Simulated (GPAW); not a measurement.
# Hf3Ge (I4/mmm) in GPAW: reference runs

How does Hf3Ge come out in PBEsol? The cell is run as given.

All numbers are computed with GPAW 26.7.0; they aren't measurements. Logs are shortened: lines on timing, memory, paths and dates and some standing lists are left out, and cuts for length are marked. The log counts tension as positive stress, the text compression.

**1. Starting point**

It takes space group I4/mmm (No. 139, tetragonal). Conventional cell: a = 4.188 Å, b = 4.188 Å, c = 9.276 Å, α = 90.00°, β = 90.00°, γ = 90.00°. Hf (site symmetry 4/mmm) is surrounded by 4 Ge at 2.96 Å and 8 Hf at 3.12 Å. Hf (site symmetry -4m2) has 8 Hf at 2.96 to 3.12 Å and 4 Ge at 3.12 Å as nearest neighbours. Ge (site symmetry 4/mmm) has 12 Hf at 2.96 to 3.12 Å as nearest neighbours.

The cell comes from a database or a generator and needn't be the stable form of this composition.

**2. Single point, PBEsol**

Input file run.py:

```python
from ase import Atoms
from ase.dft.bandgap import bandgap
from ase.io import write
from ase.units import GPa
from gpaw import GPAW, PW, setup_paths

setup_paths.insert(0, '.')

atoms = Atoms(['Hf', 'Hf', 'Hf', 'Ge'],
              cell=[[-2.093974, 2.093974, 4.63807],
                    [2.093974, -2.093974, 4.63807],
                    [2.093974, 2.093974, -4.63807]],
              scaled_positions=[[0.5, 0.5, 0.0],
                                [0.25, 0.75, 0.5],
                                [0.75, 0.25, 0.5],
                                [0.0, 0.0, 0.0]],
              pbc=True)

calc = GPAW(mode=PW(600),
            xc='PBEsol',
            kpts={'size': (9, 9, 9), 'gamma': True},
            occupations={'name': 'fermi-dirac', 'width': 0.05},
            nbands=38,
            convergence={'density': 1e-05, 'energy': 1e-05},
            maxiter=150,
            txt='gpaw.txt')
atoms.calc = calc
energy = atoms.get_potential_energy()
forces = atoms.get_forces()
stress = atoms.get_stress()
calc.write('gs.gpw')
write('result.traj', atoms)
print(f'Energy: {energy:.6f} eV')
print('Forces (eV/A):')
print(forces.round(4))
print('Stress (GPa):', (stress / GPa).round(3))
print('Fermi level:', round(calc.get_fermi_level(), 4), 'eV')
print(f'Gap: {bandgap(calc)[0]:.4f} eV, direct: {bandgap(calc, direct=True)[0]:.4f} eV')
```

Potentials or basis: PAW data sets generated in the run's folder for this functional, pw.

Run with:

```bash
> gpaw-setup -f PBEsol Ge Hf
> OMP_NUM_THREADS=1 python run.py
```

gpaw.txt:

```text
__  _  _
 | _ |_)|_||  |
 |__||  | ||/\| - 26.7.0

Input parameters:
  mode=PW(ecut=600.0),
  convergence={'density': 1e-05, 'energy': 1e-05},
  kpts=MonkhorstPack(size=(9, 9, 9), gamma=True),
  maxiter=150,
  nbands=38,
  occupations=Occupations(name='fermi-dirac', width=0.05),
  xc=XC(name='PBEsol')

Diagonalizing LCAO Hamiltonian
Converting LCAO to pw mode

       Hf

         Hf
            Hf

       Ge

Atoms  # Å, Bohr magnetons
|   | symbol |         x |        y |        z |    initial magnetic moments |
|---|--------|-----------|----------|----------|-----------------------------|
| 0 |     Hf |  0.000000 | 0.000000 | 4.638070 | ( 0.0000,  0.0000,  0.0000) |
| 1 |     Hf |  2.093974 | 0.000000 | 2.319035 | ( 0.0000,  0.0000,  0.0000) |
| 2 |     Hf | -0.000000 | 2.093974 | 2.319035 | ( 0.0000,  0.0000,  0.0000) |
| 3 |     Ge |  0.000000 | 0.000000 | 0.000000 | ( 0.0000,  0.0000,  0.0000) |

Unit cell  # Å
| periodic |         x |         y |         z |  lengths |     angles |
|----------|-----------|-----------|-----------|----------|------------|
|      yes | -2.093974 |  2.093974 |  4.638070 | 5.502831 | 135.267379 |
|      yes |  2.093974 | -2.093974 |  4.638070 | 5.502831 | 135.267379 |
|      yes |  2.093974 |  2.093974 | -4.638070 | 5.502831 |  65.115036 |

Number of symmetries: 16
Symmetry operations  # r_c * U_cc + t_c -> r_c
|    | kind |            matrix            |
|----|------|------------------------------|
|  0 |  σ   |  1, 1, 1,  0, 0,-1,  0,-1, 0 |
|  1 |  C4  |  1, 1, 1,  0, 0,-1, -1, 0, 0 |
|  2 |  E   |  1, 0, 0,  0, 1, 0,  0, 0, 1 |
|  3 |  σ   |  1, 0, 0,  0, 1, 0, -1,-1,-1 |
|  4 |  σ   |  0, 1, 0,  1, 0, 0,  0, 0, 1 |
|  5 |  C2  |  0, 1, 0,  1, 0, 0, -1,-1,-1 |
|  6 |  C2  |  0, 0, 1, -1,-1,-1,  1, 0, 0 |
|  7 |  S4  |  0, 0, 1, -1,-1,-1,  0, 1, 0 |
|  8 |  C4  |  0, 0,-1,  1, 1, 1,  0,-1, 0 |
|  9 |  σ   |  0, 0,-1,  1, 1, 1, -1, 0, 0 |
| 10 |  σ   |  0,-1, 0, -1, 0, 0,  1, 1, 1 |
| 11 |  C2  |  0,-1, 0, -1, 0, 0,  0, 0,-1 |
| 12 |  C2  | -1, 0, 0,  0,-1, 0,  1, 1, 1 |
| 13 |  i   | -1, 0, 0,  0,-1, 0,  0, 0,-1 |
| 14 |  S4  | -1,-1,-1,  0, 0, 1,  1, 0, 0 |
| 15 |  C2  | -1,-1,-1,  0, 0, 1,  0, 1, 0 |

BZ-sampling:
  Number of BZ points: 729
  Number of IBZ points: 75

  Monkhorst-Pack size: [9, 9, 9]
  Monkhorst-Pack shift: [0, 0, 0]

K-points  # in reciprocal-cell coordinates
|     |                                coordinates |     weight |
|-----|--------------------------------------------|------------|
|   0 | (  0.00000000,   0.00000000,   0.00000000) | 0.00137174 |
|   1 | (  0.11111111,  -0.11111111,   0.00000000) | 0.00548697 |
|   2 | (  0.11111111,  -0.11111111,   0.11111111) | 0.00548697 |
|   3 | (  0.11111111,   0.00000000,   0.00000000) | 0.01097394 |
|   4 | (  0.11111111,   0.11111111,  -0.11111111) | 0.00274348 |
|   5 | (  0.22222222,  -0.22222222,   0.00000000) | 0.00548697 |
|   6 | (  0.22222222,  -0.22222222,   0.11111111) | 0.01097394 |
|   7 | (  0.22222222,  -0.22222222,   0.22222222) | 0.00548697 |
|   8 | (  0.22222222,  -0.11111111,   0.00000000) | 0.02194787 |
|   9 | (  0.22222222,  -0.11111111,   0.11111111) | 0.01097394 |
| ... |                                            |            |
|  74 | (  0.44444444,   0.44444444,   0.44444444) | 0.01097394 |

Plane wave coefficients: 2766
Cutoff: 600.0 eV

Spin-components: 1 (collinear spins)
Bands:           38
Projectors:      23
Spin-degeneracy: 2
Datatype:        complex128

Parallelization:
  kpt:    1
  domain: 1
  band:   1

Density:
  Valence electrons: 40.0
  Components: 1
  Grid points: [32 32 32]
  Charge: 0.0  # |e|

Potential:
  Grid points: [32 32 32]

species:
  Hf:
    name:    Hafnium
    Z:       72.0
    valence: 12
    core:    60
    charge:  0.0  # [|e|]
    compensation charges:
      type: gauss
      rc: 0.41  # [Å]
      lmax: 2
    cutoffs:
      filter: 2.36  # [Å]
      core: 4.02  # [Å]
    projectors
    | kind |    occ | energy [eV] | rcut [Å] |
    |------|--------|-------------|----------|
    |   5s |  2.000 |     -66.855 |    1.397 |
    |   6s |  2.000 |      -5.120 |    1.397 |
    |   5p |  6.000 |     -35.615 |    1.307 |
    |   6p |  0.000 |      -1.375 |    1.307 |
    |   5d |  2.000 |      -2.724 |    1.334 |
    |    d |        |      24.487 |    1.334 |

    Using partial waves for Hf as LCAO basis

  Ge:
    name:    Germanium
    Z:       32.0
    valence: 4
    core:    28
    charge:  0.0  # [|e|]
    compensation charges:
      type: gauss
      rc: 0.32  # [Å]
      lmax: 2
    cutoffs:
      filter: 1.77  # [Å]
      core: 3.42  # [Å]
    projectors
    | kind |    occ | energy [eV] | rcut [Å] |
    |------|--------|-------------|----------|
    |   4s |  2.000 |     -11.738 |    1.005 |
    |   4p |  2.000 |      -3.898 |    1.005 |
    |    s |        |      15.473 |    1.005 |
    |    p |        |      23.314 |    1.005 |
    |    d |        |       0.000 |    1.005 |

    Using partial waves for Ge as LCAO basis

Reference energy: -1286342.885890  # eV

eigensolver:
  PPCG
  Converge bands: occupied
  niter=2

density mixing:
  MSR1-Mixer
  Pratt-step length: 0.05
  Maximum mixing coefficient: 0.75
  Old densities: 10
  SVD Regularization: 0.005
  Good broyden scale: 1.0
  Trust region scale: 1.0
  Backstep threshold: 4.0
  History deletion threshold: 6.0
  Fourier metric: weight=20.0, sigma=0.015

occupation numbers:
  Fermi-Dirac:
    width: 0.0500  # eV

poisson solver:
  ecut: 4800.0  # eV

xc functional:
  name: PBEsol with 2 nearest neighbor stencil

convergence criteria:
- Maximum integral of absolute [dens]ity change: 1e-05 electrons / valence electron
- Maximum [total energy] change in last 3 cyles: 1e-05 eV / valence electron
- Maximum integral of absolute [eigenst]ate change: 4e-08 eV^2 / valence electron
maximum number of iterations: 150

SCF iterations
|iter     | |      energy | eigst |  dens |
|---------|-|-------------|-------|-------|
|iter:   1| |  -30.778362 | -0.09 |       |
|iter:   2| |  -30.696909 | -2.60 | -1.23 |
|iter:   3| |  -30.381477 | -1.45 | -1.26 |
|iter:   4| |  -30.353319 | -2.23 | -1.67 |
|iter:   5| |  -30.309741 | -2.99 | -1.82 |
|iter:   6| |  -30.312422 | -3.93 | -2.29 |
|iter:   7| |  -30.312350 | -5.44 | -3.10 |
|iter:   8| |  -30.312350c| -6.85 | -3.89 |
|iter:   9| |  -30.312351c| -7.67c| -4.22 |
|iter:  10| |  -30.312351c| -8.66c| -5.01c|

Converged in 10 steps
Energy contributions relative to reference atoms: (reference = -1286342.885890)

Energy contributions:
  Kinetic:          22.484340
  Coulomb:         -20.176850
  Zero:             -1.498287
  External:          0.000000
  Xc:              -31.111602
  Entropy:          -0.019905
  Spinorbit:         0.000000
  ----------------------------
  Free energy:     -30.322304
  Extrapolated:    -30.312351

dipole moment: (-14.428458, -14.428458, 1.726105)  # |e|*Ang

Fermi level: 10.048
Eigenvalues  # (at kpt = [0.000, 0.000, 0.000])
| band index |      eig [eV] | occ [0-2] |
|------------|---------------|-----------|
|          0 |       -51.792 |     2.000 |
|        ... |               |           |
|         12 |        -0.224 |     2.000 |
|         13 |         5.923 |     2.000 |
|         14 |         6.703 |     2.000 |
|         15 |         7.849 |     2.000 |
|         16 |         7.849 |     2.000 |
|         17 |         8.486 |     2.000 |
[... 8 lines left out ...]
|         26 |        13.966 |     0.000 |
|         27 |        14.078 |     0.000 |
|        ... |               |           |
|         37 |        21.552 |     0.000 |

No gap
No difference between direct/indirect transitions

Forces  # eV/Ang
|        x |        y |        z |
|----------|----------|----------|
| -0.00000 | -0.00000 |  0.00000 |  # Hf   0
|  0.00000 | -0.00000 |  0.00000 |  # Hf   1
| -0.00000 |  0.00000 | -0.00000 |  # Hf   2
|  0.00000 |  0.00000 |  0.00000 |  # Ge   3

Stress tensor  # eV/Ang^3
|        x |        y |        z |
|----------|----------|----------|
| 0.027121 | 0.000000 | 0.000000 |
| 0.000000 | 0.027121 | 0.000000 |
| 0.000000 | 0.000000 | 0.025937 |

# Writing to gs.gpw (mode='')
```

It took 2.5 min on 1 thread of Arm Neoverse V2, shared host; peak memory 0.35 GiB.

Results:

```
Free energy            : -30.3223 eV
Pressure               : -4.3 GPa
Band gap on the k mesh : none (metal or under the smearing width)
```

Stress tensor (GPa, compression positive):
```
-4.35  0.00  0.00
 0.00 -4.35  0.00
 0.00  0.00 -4.16
```

The run has no spin-orbit coupling, so splittings on Hf are missing.
